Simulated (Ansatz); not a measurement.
# SnSe (zincblende type): how the settings move a single-point run

Question: which choices in the input matter for SnSe (zincblende type)?

Program: Ansatz 0.2.0. Level of theory: reference: DFT, LDA, norm-conserving pseudopotentials, Ansatz's default files, scalar-relativistic. These are calculated values, not measurements.

### Step 1. Starting point

The structure is cubic, space group F-43m (No. 216). Conventional cell: a = 6.445 Å, b = 6.445 Å, c = 6.445 Å, α = 90.00°, β = 90.00°, γ = 90.00°. Sn (site symmetry -43m) is surrounded by 4 Se at 2.79 Å. Se (site symmetry -43m) is surrounded by 4 Sn at 2.79 Å.

Structure file:

```cif
data_structure
_symmetry_space_group_name_H-M 'P 1'
_symmetry_Int_Tables_number 1
_cell_length_a 4.5570
_cell_length_b 4.5570
_cell_length_c 4.5570
_cell_angle_alpha 60.000
_cell_angle_beta 60.000
_cell_angle_gamma 60.000
_cell_volume 66.92
loop_
_atom_site_label
_atom_site_type_symbol
_atom_site_fract_x
_atom_site_fract_y
_atom_site_fract_z
_atom_site_occupancy
Sn1 Sn 0.00000 0.00000 0.00000 1
Se1 Se 0.25000 0.25000 0.25000 1
```

### Step 2. Baseline

input.yaml reads:

```yaml
crystal:
  lattice:
    - [0.0, 3.2223110955, 3.2223110955]
    - [3.2223110955, 0.0, 3.2223110955]
    - [3.2223110955, 3.2223110955, 0.0]
  atoms:
    - { symbol: Sn, position: [0.0, 0.0, 0.0] }
    - { symbol: Se, position: [0.25, 0.25, 0.25] }
kpoints:
  mp_grid: { grid: [11, 11, 11] }
scf:
  occupations: { method: fermi_dirac, width: 0.08 }
hamiltonian:
  xc: lda
  pseudopotentials: { kind: nc }
output:
  forces: true
  stress: true
  eigenvalues: true
```

On the command line:

```console
> ansatz run input.yaml --threads 1 --pin off --max-ram 2048MiB --backend cpu --events-out ev --progress --plain --runs-dir out
```

### Step 3. Changed: preconditioner kerker, xc pbesol, pseudopotentials.kind paw_fr, noncollinear true, spin_orbit true

Changes to input.yaml since step 2:

```diff
@@ -12,5 +12,6 @@
   occupations: { method: fermi_dirac, width: 0.08 }
+  mixing: { preconditioner: kerker }
 hamiltonian:
-  xc: lda
-  pseudopotentials: { kind: nc }
+  xc: pbesol
+  pseudopotentials: { kind: paw_fr }
 output:
@@ -19 +20,4 @@
   eigenvalues: true
+magnetization:
+  noncollinear: true
+  spin_orbit: true
```

Q: Predict the outcome of this session. Wanted: for each run, ending; energy change; pressure; gap; force.

As calculated:

| run | ending | energy change | pressure (GPa) | gap (eV) | force (eV/Å) | cycles | time |
| --- | --- | --- | --- | --- | --- | --- | --- |
| reference | converged | - | 2.3 | 0.00 | 0.00 | 8 | 25 s |
| 1: preconditioner kerker, xc pbesol, pseudopotentials.kind paw_fr, noncollinear true, spin_orbit true | converged | not comparable | 3.6 | 0.00 | 0.00 | 9 | 48 s |

Residual by cycle in the longest SCF loop of each run; runs are numbered as in the table. The quantity is the density residual dr2, in eV.

| cycle | reference | run 1 |
| --- | --- | --- |
| 1 | 0.685 | 0.465 |
| 2 | 0.182 | 0.239 |
| 3 | 0.0178 | 0.0249 |
| 4 | 0.00242 | 0.0057 |
| 5 | 2.6e-4 | 0.00102 |
| 6 | 2.0e-5 | 6.1e-5 |
| 7 | 6.2e-7 | 3.9e-6 |
| 8 | 7.1e-8 | 1.9e-7 |
| 9 | - | 4.8e-8 |

**Reading.** A change of functional, potentials and spin-orbit coupling puts the total energy on another scale; the pressure goes from 2.3 to 3.6 GPa. Cost: 9 SCF cycles against 8, 48 s against 25 s. Semilocal functionals close small gaps, so the missing gap need not be the real solid's.
